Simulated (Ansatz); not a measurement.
**BrGaH2S2: up Jacob's ladder to CCSD(T)**

The task here is to estimate one member of a computed series from the others.

Program: Ansatz 0.2.0, Gaussian basis. Level of theory: functionals in def2-TZVPP, the program's frozen cores in correlated methods. These are calculated values, not measurements.

Levels to be run: PBE-D4, r2SCAN-D4, PBE0-D4, B3LYP-D4, ωB97X-V, ωB97M-V, B2PLYP; CCSD(T)/def2-TZVPP; MP2/def2-QZVPP; extrapolation to the limit.

## The geometry

All runs share one geometry, relaxed beforehand with PBE0-D4 in a triple-zeta def2 set.

6 atoms, charge 0, spin multiplicity 1.

Atoms are counted from 1 here; the program's logs count them from 0.

Bond lengths: S1–Ga2 2.185 Å, S1–H5 1.344 Å, Ga2–S3 2.185 Å, Ga2–Br4 2.286 Å, S3–H6 1.344 Å. Angles: Ga2–S1–H5 92.6°, S1–Ga2–S3 121.1°, S1–Ga2–Br4 119.5°, S3–Ga2–Br4 119.5°, Ga2–S3–H6 92.6°.

The first run:

in.yaml

```yaml
crystal:
  periodic: [false, false, false]
  atoms:
    - {symbol: S, position_ang: [0.122012, 1.867639, 1.169375]}
    - {symbol: Ga, position_ang: [0.026038, 0.002312, 0.035373]}
    - {symbol: S, position_ang: [1.261238, -1.714951, 0.582998]}
    - {symbol: Br, position_ang: [-1.389775, -0.155044, -1.752373]}
    - {symbol: H, position_ang: [-0.790726, 2.463942, 0.383912]}
    - {symbol: H, position_ang: [0.771213, -2.463898, -0.419286]}
basis:
  gaussian: {orbitals: def2-TZVPP}
hamiltonian: {xc: pbe, dispersion: d4}
output: {forces: true, orbitals: {seedname: orbitals}}
```

Command:

```sh
ansatz run in.yaml --threads 2 --pin off --events-out ev --progress --plain --max-ram 22528MiB --backend cpu
```

Among the steps run: PBE-D4 (GGA); r2SCAN-D4 (meta-GGA); PBE0-D4 (hybrid); B3LYP-D4 (hybrid); ωB97X-V (range-separated); ωB97M-V (range-separated); B2PLYP (double hybrid); CCSD(T) in def2-TZVPP; MP2 in def2-QZVPP.

One of the session's tables, all rows but one given; the rest of the session is left out.

| method | atomisation energy (eV) |
| --- | --- |
| PBE-D4 | 17.377 |
| r2SCAN-D4 | ? |
| PBE0-D4 | 17.182 |
| B3LYP-D4 | 16.799 |
| ωB97X-V | 17.334 |
| ωB97M-V | 17.179 |
| B2PLYP | 16.720 |
| HF/def2-TZVPP | 12.079 |
| MP2/def2-TZVPP | 17.216 |
| CCSD/def2-TZVPP | 16.389 |
| CCSD(T)/def2-TZVPP | 16.786 |
| MP2/CBS | 17.750 |
| CCSD(T)/CBS | 17.321 |

Estimate the missing values for r2SCAN-D4.

As computed: atomisation energy (eV): 17.440. In the column «atomisation energy (eV)» it lies between PBE-D4 (17.377) and MP2/CBS (17.750).
